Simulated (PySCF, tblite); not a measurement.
**C₅H₁₀B₂Si: geometry, infrared bands and NMR shifts**

Wanted: the infrared bands and NMR shifts of C₅H₁₀B₂Si (`B/C=C1\[SiH2]C(C)=C1B`), by calculation.

The runs use tblite 0.8.0 and PySCF 2.14.0, with density-fitted response routines of our own; the level of theory stands in each step. All values are computed, except where a source is named. Atoms are numbered from 0 throughout.

**1. Starting geometry**

18 atoms, charge 0, multiplicity 1; geometry from: force field or distance geometry start.

Bonds of the start (Å): B0–C1 1.59, C1–C2 1.34, C2–Si3 1.78, Si3–C4 1.80, C4–C5 1.52, C4–C6 1.32, C6–B7 1.55, C6–C2 1.45, B0–H8 1.20, B0–H9 1.18, C1–H10 1.07, Si3–H11 1.47, Si3–H12 1.48, C5–H13 1.10, C5–H14 1.10, C5–H15 1.13, B7–H16 1.18, B7–H17 1.17.

**2. Geometry optimisation with GFN2-xTB**

What the job is given:

```
{"job": {"kind": "relax", "xc": "GFN2-xTB", "basis": "xTB"}, "charge": 0, "multiplicity": 1}
B      3.030300    -0.909900    -0.831300
C      1.846500     0.142500    -1.008700
C      0.715700    -0.071600    -0.319100
Si     0.182600    -1.352400     0.798600
C     -1.116100    -0.129500     0.576800
C     -2.516900    -0.042600     1.158800
C     -0.518900     0.688100    -0.269100
B     -0.972100     2.008400    -0.949800
H      3.237200    -1.410400     0.236900
H      4.011900    -0.649900    -1.430200
H      1.996800     0.982100    -1.649400
H     -0.164000    -2.664800     0.227300
H      0.812000    -1.412400     2.136300
H     -3.148400     0.251700     0.302700
H     -2.550400     0.629900     2.027800
H     -2.829200    -1.088700     1.461000
H     -1.121500     2.022100    -2.123000
H     -0.904300     3.013800    -0.357200
```

Run with:

```sh
OMP_NUM_THREADS=1 python probes_run.py task.json out
```

The driver reads the jobs from task.json and runs them one after another.

**Question.** This job is followed by: GFN2-xTB harmonic vibrations, gas phase; GIAO PBE0/pcSseg-1 NMR shielding, non-relativistic, gas phase. What will the session give for the following? strongest single infrared mode (GFN2-xTB); zero-point energy (GFN2-xTB); ¹³C shifts against TMS (PBE0/pcSseg-1); ¹H shifts against TMS (PBE0/pcSseg-1, means over atoms taken as alike); ¹¹B shifts against BF3·OEt2 (PBE0/pcSseg-1); ²⁹Si shifts against TMS (PBE0/pcSseg-1).

As calculated:

```
                                                              quantity                                 value
                             strongest single infrared mode (GFN2-xTB)                 2251 cm⁻¹, 460 km/mol
                                          zero-point energy (GFN2-xTB)                         79.4 kcal/mol
                                ¹³C shifts against TMS (PBE0/pcSseg-1)  223.6, 196.2, 183.8, 143.0, 26.4 ppm
¹H shifts against TMS (PBE0/pcSseg-1, means over atoms taken as alike)      8.22, 7.22, 6.72, 5.29, 2.80 ppm
                           ¹¹B shifts against BF3·OEt2 (PBE0/pcSseg-1)                        68.5, 62.1 ppm
                               ²⁹Si shifts against TMS (PBE0/pcSseg-1)                             -33.0 ppm
```

Over 108 steps the energy fell by 1.095 eV; of the close pairs, C2–Si3 changed most, 1.782 to 1.902 Å. The lowest mode is imaginary (36i cm⁻¹), so the xTB geometry is not a minimum. The strongest single mode, at 2251 cm⁻¹, moves mainly H11 and H12. Unscaled tight-binding wavenumbers are off by several per cent, some by more. Its intensities can rank the bands wrongly. At PBE0/pcSseg-1: The widest tensor belongs to C4: span 296 ppm, with a paramagnetic part of -302 ppm.
